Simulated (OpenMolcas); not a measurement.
**Ag⁴⁺ among point charges: CASSCF and CASPT2 levels and susceptibility**

Aim: the splitting of the states of Ag⁴⁺ in the field of 2 point charges, its lowest levels with spin-orbit coupling and its magnetic susceptibility.

Method: state-averaged CASSCF and CASPT2, spin-orbit coupling by RASSI with atomic mean-field integrals. Code: OpenMolcas 26.06.

**1. What is computed**

| Item | Value |
| --- | --- |
| Species | Ag⁴⁺ (silver, Z = 47, 43 electrons) |
| Basis | ANO-RCC-VTZP [7s6p4d2f1g], 68 functions |
| Scalar Hamiltonian | DKH2, point nucleus |
| Inactive shells | 1s 2s 2p 3s 3p 3d 4s 4p |
| Active space | 7 electrons in 5 orbitals (4d) |
| Some configurations of this space | 4d7 |
| Orbitals | optimised for each spin and parity, averaged over all roots |

Outer shells as boxes (Hund's rule):

4d7
```
4d [↑↓][↑↓][↑ ][↑ ][↑ ]
```

The ion sits among 2 point charges of -2 e arranged as a linear pair (D∞h), 2.32 Å from the ion.

Each step is its own input file, run in one work folder so that later steps find the files of earlier ones. Labels, J, g values, rates, χT and fits are worked out afterwards by a script from the matrices that RASSI stores. The input lists half of the charges; inversion (Group=XYZ) makes the rest.

**2. Basis and integrals**

Contents of a.inp:

```
&GATEWAY
Coord
1

Ag 0.0 0.0 0.0
Basis=ANO-RCC-VTZP
Group=XYZ
NoMove
AngMom=0.0 0.0 0.0
AMFI
XField
1 Angstrom 0
0.000000 0.000000 2.320000 -2.000000
&SEWARD
```

Launch:

```bash
> OMP_NUM_THREADS=1 MOLCAS_MEM=1689 MOLCAS_PROJECT=a pymolcas a.inp > a.log
```

**3. Reference wave functions, quartets of even parity, 10 roots**

Contents of a.inp:

```
&RASSCF
FileOrb=start.orb
Symmetry=1
Spin=4
nActEl=7 0 0
Inactive=9 9
Ras2=5 0
CIRoot=10 10 1
SDav=10
CIMx=300
Iter=120 100
PrWF=0.3
OrbListing=Nothing
MaxOrb=0
>>> COPY $Project.JobIph JOB001
```

start.orb holds the contracted functions of the basis, ordered by shell, or the orbitals of the step before.

**4. CASSCF: doublets of even parity, 40 roots**

Contents of a.inp:

```
&RASSCF
FileOrb=start.orb
Symmetry=1
Spin=2
nActEl=7 0 0
Inactive=9 9
Ras2=5 0
CIRoot=40 40 1
SDav=40
CIMx=300
Iter=120 100
PrWF=0.3
OrbListing=Nothing
MaxOrb=0
>>> COPY $Project.JobIph JOB002
```

**5. State interaction with spin-orbit coupling**

Contents of a.inp:

```
&RASSI
NrOfJobIphs=2 10 40
1 2 3 4 5 6 7 8 9 10
1 2 3 4 5 6 7 8 9 10 11 12 13 14 15 16 17 18 19 20 21 22 23 24 25 26 27
28 29 30 31 32 33 34 35 36 37 38 39 40
IphNames
JOB001
JOB002
EJob
SpinOrbit
DIPRint=1.0
SOCoupling=1000.0
Subsets=2
Property=9
'ANGMOM' 1 'ANGMOM' 2 'ANGMOM' 3 'MLTPL  1' 1 'MLTPL  1' 2 'MLTPL  1' 3
'AMFI' 1 'AMFI' 2 'AMFI' 3
SOProperty=3
'ANGMOM' 1 'ANGMOM' 2 'ANGMOM' 3
```

**6. CASPT2: IPEA 0.25, imaginary shift 0.1 (closed shells correlated: 4s 4p)**

Contents of a.inp:

```
>>> COPY JOB001 $Project.JobIph
&CASPT2
Multistate=10 1 2 3 4 5 6 7 8 9 10
NoMult
Frozen=8 6
IPEA=0.25
Imaginary=0.1
MaxIter=60
WThr=0.0 0.3 0.05
PrWF=0.5
NoMix
>>> COPY JOB002 $Project.JobIph
&CASPT2
Multistate=40 1 2 3 4 5 6 7 8 9 10 11 12 13 14 15 16 17 18 19 20 21 22
23 24 25 26 27 28 29 30 31 32 33 34 35 36 37 38 39 40
NoMult
Frozen=8 6
IPEA=0.25
Imaginary=0.1
MaxIter=60
WThr=0.0 0.3 0.05
PrWF=0.5
NoMix
```

(Steps that only read results are left out.)

Before running it: what results should come out? Wanted: spin-free ground state; first state of the same spin within the active space; lowest level; next level.

**Answer**, as computed:

```
                                            quantity                                                                        value
                                              method  SS-CASPT2, IPEA 0.25, imaginary shift 0.1 (closed shells correlated: 4s 4p)
                              spin-free ground state                                             4Phi, 2-fold in its orbital part
first state of the same spin within the active space                                                          4Sigma at 1020 cm⁻¹
                                        lowest level                                                2-fold, g = 0.00, 0.00, 11.96
                                          next level                                                                  1385.1 cm⁻¹
                                         χT at 300 K                                                               4.80 cm³ K/mol
                           effective moment at 300 K                                                                      6.20 μB
```

Cost by method:

```csv
method,time of its own steps,time with the reference
A. CASSCF,13 s,13 s
"B. SS-CASPT2, IPEA 0.25, imaginary shift 0.1, +4s 4p",8.6 s,22 s
```

Times are of one thread on a shared host.

**Reading.** The spin-free ground state (4Phi) comes to 100 % from free-ion F terms and keeps the highest spin of the shell. χT at 300 K is 4.80, against 1.88 cm³ K/mol for the spin alone, so orbital moment adds to it. An active space of the d shell alone favours high spin; real ions in strong fields can be low spin. CASPT2 does not keep the components of a term degenerate, and the means are used. The field of point charges can differ much from that of real complexes. With metal d orbitals alone active, the gaps between spin states are rough; where two lie within a few thousand cm-1, their order is open. Point charges carry no covalency, so the field is a model and not that of real ligands.
